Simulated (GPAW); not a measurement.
HfMoC2:

```
Hf Mo C
1.0
     3.19142    0.00000    0.00000
     0.00000    3.19142    0.00000
     0.00000    0.00000    4.48516
Hf Mo C
1 1 2
Direct
  0.00000 0.00000 0.00000
  0.50000 0.50000 0.50000
  0.50000 0.50000 0.00000
  0.00000 0.00000 0.50000
```

The cell comes from a database or a generator and needn't be the stable form of this composition.

Program: GPAW 26.7.0. Alike in all runs: no spin polarisation; cell as given; cutoff (eV) 800; smearing fermi-dirac 0.05 eV.

Question: Order these runs on this cell by their pressure, lowest first.
A. level LDA; potentials or basis the program's PAW data sets (release 1.2.1) made for this functional, pw; k mesh 7 × 7 × 5; band path GXMGZRAZ,XR,MA; band points 60
B. level PBE; potentials or basis GPAW PAW data sets (gpaw-data 1.2.1), pw; k mesh 8 × 8 × 6
C. level PBEsol; potentials or basis PAW data sets generated in the run's folder for this functional, pw; k mesh 7 × 7 × 5; band path GXMGZRAZ,XR,MA; band points 60

Answer: A (-14.3 GPa), C (-8.0 GPa), B (-0.4 GPa).

Not every run made on this cell is shown here.
